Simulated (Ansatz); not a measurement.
# Si3Br2: the cost of one run

Program: Ansatz 0.2.0. Level of theory: DFT PBE, scalar-relativistic, plane waves, PAW. These are calculated values, not measurements.

**1. The system as given**

The structure is tetragonal, space group P4/mbm (No. 127). The conventional cell has a = 7.873 Å, b = 7.873 Å, c = 3.955 Å, α = 90.00°, β = 90.00°, γ = 90.00°. Si (site symmetry 4/m) has 4 Br at 3.14 Å and 8 Si at 3.50 Å as nearest neighbours. Si (site symmetry m2m) is surrounded by 6 Br at 2.98 to 3.12 Å. Br (site symmetry m2m) has 1 Br at 2.67 Å and 8 Si at 2.98 to 3.14 Å as nearest neighbours.

Structure file:

```xyz
10
Lattice="7.8733 0.0000 0.0000 0.0000 7.8733 0.0000 0.0000 0.0000 3.9554" Properties=species:S:1:pos:R:3 pbc="T T T"
Si    0.0000    0.0000    0.0000
Si    3.9366    3.9366    0.0000
Si    1.4172    5.3538    1.9777
Si    2.5195    1.4172    1.9777
Si    6.4561    2.5195    1.9777
Si    5.3538    6.4561    1.9777
Br    2.9919    6.9285    0.0000
Br    0.9448    2.9919    0.0000
Br    4.8814    0.9448    0.0000
Br    6.9285    4.8814    0.0000
```

This is candidate A: Zr3Ga2 type (P4/mbm, No. 127).

(A quick probe on a coarse mesh, which set the mesh and smearing, is not shown.)

**3. A loose first relaxation (candidate A)**

The input, input.yaml:

```yaml
crystal:
  lattice:
    - [7.8732991874, 0.0, 0.0]
    - [0.0, 7.8732991874, 0.0]
    - [0.0, 0.0, 3.9553980949]
  atoms:
    - { symbol: Si, position: [0.0, 0.0, 0.0] }
    - { symbol: Si, position: [0.5, 0.5, 0.0] }
    - { symbol: Si, position: [0.18, 0.68, 0.5] }
    - { symbol: Si, position: [0.32, 0.18, 0.5] }
    - { symbol: Si, position: [0.82, 0.32, 0.5] }
    - { symbol: Si, position: [0.68, 0.82, 0.5] }
    - { symbol: Br, position: [0.38, 0.88, 0.0] }
    - { symbol: Br, position: [0.12, 0.38, 0.0] }
    - { symbol: Br, position: [0.62, 0.12, 0.0] }
    - { symbol: Br, position: [0.88, 0.62, 0.0] }
basis:
  ecutwfc: 420
kpoints:
  mp_grid: { grid: [2, 2, 4] }
hamiltonian:
  xc: pbe
scf:
  occupations: { method: gaussian, width: 0.1 }
  lower_state_search: "off"
output:
  forces: true
  stress: true
  eigenvalues: true
relax:
  adjacent_minimum: "off"
  f_tol: 0.04
  max_steps: 70
  cell: { stress_tol: 0.4 }
```

Run with:

```console
> ansatz run input.yaml --threads 1 --pin off --max-ram 2560MiB --backend cpu --events-out ev --progress --plain --runs-dir out
```

**Question.** How long does this run take on 1 thread of Arm Neoverse V2, shared host, and how much memory does it need?

About 37 s, with a peak of 0.43 GiB.
